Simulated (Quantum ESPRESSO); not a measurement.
# AlCl2 (P4mm) in Quantum ESPRESSO: further runs, part 2 of 2

Quantum ESPRESSO 7.5. The steps go on from the part before.

### Step 3. Phonons, PBE

Input file pw.in:

```
&CONTROL
  calculation = 'scf'
  prefix = 'pwscf'
  outdir = './tmp'
  pseudo_dir = './pseudo'
  tprnfor = .true.
  tstress = .true.
  disk_io = 'low'
/
&SYSTEM
  ibrav = 0
  celldm(1) = 8
  nat = 3
  ntyp = 2
  ecutwfc = 58
  nbnd = 15
  occupations = 'smearing'
  smearing = 'fd'
  degauss = 0.00367493
/
&ELECTRONS
  conv_thr = 6d-10
  electron_maxstep = 120
  mixing_beta = 0.5
/
ATOMIC_SPECIES
Al    26.9815 Al.upf
Cl    35.4500 Cl.upf
CELL_PARAMETERS alat
  1.0928613573762   0.0000000000000   0.0000000000000
  0.0000000000000   1.0928613573762   0.0000000000000
  0.0000000000000   0.0000000000000   0.8910310885183
ATOMIC_POSITIONS crystal
Al     0.0000000000    0.0000000000    0.5210344500
Cl     0.5000000000    0.0000000000    0.3620176100
Cl     0.0000000000    0.5000000000    0.3620176100
K_POINTS automatic
4 4 6 1 1 1
```

Input file relax.in:

```
&CONTROL
  calculation = 'vc-relax'
  prefix = 'pwscf'
  outdir = './tmp'
  pseudo_dir = './pseudo'
  tprnfor = .true.
  tstress = .true.
  disk_io = 'low'
  nstep = 40
  forc_conv_thr = 0.0001
  etot_conv_thr = 1d-06
/
&SYSTEM
  ibrav = 0
  celldm(1) = 8
  nat = 3
  ntyp = 2
  ecutwfc = 58
  nbnd = 15
  occupations = 'smearing'
  smearing = 'fd'
  degauss = 0.00367493
/
&ELECTRONS
  conv_thr = 6d-10
  electron_maxstep = 120
  mixing_beta = 0.5
/
&IONS
  ion_dynamics = 'bfgs'
/
&CELL
  cell_dynamics = 'bfgs'
  press = 0
  press_conv_thr = 0.2
/
ATOMIC_SPECIES
Al    26.9815 Al.upf
Cl    35.4500 Cl.upf
CELL_PARAMETERS alat
  1.0928613573762   0.0000000000000   0.0000000000000
  0.0000000000000   1.0928613573762   0.0000000000000
  0.0000000000000   0.0000000000000   0.8910310885183
ATOMIC_POSITIONS crystal
Al     0.0000000000    0.0000000000    0.5210344500
Cl     0.5000000000    0.0000000000    0.3620176100
Cl     0.0000000000    0.5000000000    0.3620176100
K_POINTS automatic
4 4 6 1 1 1
```

Input file scf2.in:

```
&CONTROL
  calculation = 'scf'
  prefix = 'pwscf'
  outdir = './tmp'
  pseudo_dir = './pseudo'
  tprnfor = .true.
  tstress = .true.
  disk_io = 'low'
/
&SYSTEM
  ibrav = 0
  celldm(1) = 8
  nat = 3
  ntyp = 2
  ecutwfc = 58
  nbnd = 15
  occupations = 'smearing'
  smearing = 'fd'
  degauss = 0.00367493
/
&ELECTRONS
  conv_thr = 1d-13
  electron_maxstep = 120
  mixing_beta = 0.5
  startingpot = 'file'
  startingwfc = 'file'
/
ATOMIC_SPECIES
Al    26.9815 Al.upf
Cl    35.4500 Cl.upf
CELL_PARAMETERS alat
  1.1227932135647   0.0000000000000   0.0000000000000
  0.0000000000000   1.1227932135647   0.0000000000000
  0.0000000000000   0.0000000000000   0.8521052312855
ATOMIC_POSITIONS crystal
Al     0.0000000000    0.0000000000    0.4150549377
Cl     0.5000000000    0.0000000000    0.4150073661
Cl     0.0000000000    0.5000000000    0.4150073661
K_POINTS automatic
4 4 6 1 1 1
```

Input file ph.in:

```
phonons of AlCl2
&INPUTPH
  prefix = 'pwscf'
  outdir = './tmp'
  tr2_ph = 1d-18
  fildyn = 'dyn'
  niter_ph = 90
  alpha_mix(1) = 0.4
/
0.0000000000 0.0000000000 0.0000000000
```

Input file dynmat.in:

```
&INPUT
  fildyn = 'dyn'
  asr = 'crystal'
  filout = 'dynmat.disp'
  fileig = 'dynmat.eig'
/
```

Potentials or basis: PseudoDojo 0.4.1 SR PBE standard.

The run is started by

```sh
$ OMP_NUM_THREADS=1 pw.x -in pw.in > pw.out
$ OMP_NUM_THREADS=1 pw.x -in relax.in > relax.out
$ OMP_NUM_THREADS=1 pw.x -in scf2.in > scf2.out
$ OMP_NUM_THREADS=1 ph.x -in ph.in > ph.out
$ OMP_NUM_THREADS=1 dynmat.x -in dynmat.in > dynmat.out
```

pw.out:

```text
This program is part of the open-source Quantum ESPRESSO suite
     for quantum simulation of materials; please cite
[... 9 lines left out ...]
     --------------------
     sticks:   dense  smooth     PW     G-vecs:    dense   smooth      PW
     Sum        1413    1413    405                32583    32583    5023

     Using Slab Decomposition

     bravais-lattice index     =            0
     lattice parameter (alat)  =       8.0000  a.u.
     unit-cell volume          =     544.8701 (a.u.)^3
     number of atoms/cell      =            3
     number of atomic types    =            2
     number of electrons       =        17.00
     number of Kohn-Sham states=           15
     kinetic-energy cutoff     =      58.0000  Ry
     charge density cutoff     =     232.0000  Ry
     scf convergence threshold =      6.0E-10
[... 133 lines left out ...]
     ethr =  1.18E-10,  avg # of iterations =  2.2

     End of self-consistent calculation

          k = 0.1144 0.1144 0.0935 (  4065 PWs)   bands (ev):

   -13.3060 -12.3142  -3.4360  -2.6839  -0.8268  -0.1902   0.2730   0.4815
     1.7627   6.3999   8.7028   9.5783   9.6905  10.2429  11.7258
[... 38 lines left out ...]
   -12.7337 -12.5660  -4.6586  -1.4572  -1.3761  -1.1136  -0.7896   1.1236
     2.6402   6.4165   8.4466   8.5524   9.6123  10.9136  11.4005

     the Fermi energy is     3.3139 ev

!    total energy              =     -70.38913018 Ry
     estimated scf accuracy    <          5.7E-10 Ry
     smearing contrib. (-TS)   =      -0.00142216 Ry
     internal energy E=F+TS    =     -70.38770802 Ry

     The total energy is F=E-TS. E is the sum of the following terms:
     one-electron contribution =     -15.70733540 Ry
     hartree contribution      =      14.41107355 Ry
     xc contribution           =     -20.00315842 Ry
     ewald contribution        =     -49.08828774 Ry

     convergence has been achieved in   8 iterations

     Forces acting on atoms (cartesian axes, Ry/au):

     atom    1 type  1   force =     0.00000000    0.00000000   -0.01062780
     atom    2 type  2   force =     0.00000000    0.00000000    0.00531390
     atom    3 type  2   force =     0.00000000    0.00000000    0.00531390

     Total force =     0.013016     Total SCF correction =     0.000006

     Computing stress (Cartesian axis) and pressure

          total   stress  (Ry/bohr**3)                   (kbar)     P=        5.69
   0.00008975   0.00000000   0.00000000           13.20        0.00        0.00
   0.00000000   0.00008975   0.00000000            0.00       13.20        0.00
   0.00000000   0.00000000  -0.00006352            0.00        0.00       -9.34

=------------------------------------------------------------------------------=
   JOB DONE.
=------------------------------------------------------------------------------=
```

scf2.out:

```text
This program is part of the open-source Quantum ESPRESSO suite
     for quantum simulation of materials; please cite
[... 9 lines left out ...]
     --------------------
     sticks:   dense  smooth     PW     G-vecs:    dense   smooth      PW
     Sum        1481    1481    421                32881    32881    5013
[... 171 lines left out ...]
   0.00000066   0.00000000   0.00000000            0.10        0.00        0.00
   0.00000000   0.00000066   0.00000000            0.00        0.10        0.00
   0.00000000   0.00000000  -0.00000041            0.00        0.00       -0.06

=------------------------------------------------------------------------------=
   JOB DONE.
=------------------------------------------------------------------------------=
```

It took 5.3 min on 1 thread of Intel Xeon Platinum 8259CL at 2.50GHz (Skylake/Cascade Lake), shared host; peak memory 0.07 GiB.

What came out:

| Item | Value |
| --- | --- |
| Free energy | -957.7953 eV |
| Relaxed volume | 27.17 Å³/atom |
| Relaxed cell | a = 4.753 Å, b = 4.753 Å, c = 3.607 Å, α = 90.00°, β = 90.00°, γ = 90.00° |
| Space group after relaxing (to 0.05 Å) | P4/mmm (No. 123) |
| Pressure after relaxing | 0.0 GPa |
| Band gap on the k mesh | none (metal or under the smearing width) |
| Highest phonon frequency at Γ | 230 cm⁻¹ |
| Most unstable mode | 29i cm⁻¹ |

Step by step:
```csv
step,energy change (eV),largest force (eV/Å),pressure (GPa),volume (Å³)
1,0.0000,0.2733,0.57,80.74
2,-0.0059,0.2831,0.44,80.98
3,-0.0136,0.2931,0.28,81.27
4,-0.0235,0.2998,0.08,81.61
5,-0.0358,0.2994,-0.18,82.01
6,-0.0498,0.2848,-0.53,82.44
7,-0.0627,0.2481,-0.94,82.82
8,-0.0705,0.2017,-1.16,82.79
9,-0.0781,0.1562,-1.08,82.29
10,-0.0900,0.0904,-0.58,80.95
11,-0.0956,0.0499,0.09,79.69
12,-0.0962,0.0413,0.27,79.46
13,-0.0970,0.0334,0.38,79.41
14,-0.0979,0.0269,0.43,79.52
15,-0.0993,0.0189,0.42,79.80
16,-0.1010,0.0084,0.32,80.36
17,-0.1020,0.0050,0.09,81.25
18,-0.1020,0.0034,0.05,81.36
19,-0.1021,0.0016,0.03,81.43
20,-0.1021,0.0000,0.00,81.50
```

Final structure:
```
Al Cl
1.0
     4.75325    0.00000    0.00000
     0.00000    4.75325    0.00000
     0.00000    0.00000    3.60732
Al Cl
1 2
Direct
  0.00000 0.00000 0.41505
  0.50000 0.00000 0.41501
  0.00000 0.50000 0.41501
```

Phonon frequencies in cm⁻¹ (negative: imaginary):
```csv
q point,frequencies
"(0.000, 0.000, 0.000)",-29 -2 -2 -1 62 84 84 230 230
```

Caveat: the k mesh is coarse; the mesh is thin for the phonons of a metal; some modes are imaginary; the layers were relaxed without a dispersion term, so their spacing and the soft interlayer modes are unreliable; the cell relaxed to another space group than the one typed; this functional lacks dispersion, which binds the layers, so the pressure and a relaxed spacing across them are unreliable; an odd number of electrons without spin polarisation forces a metal; a magnetic or distorted state may lie lower.
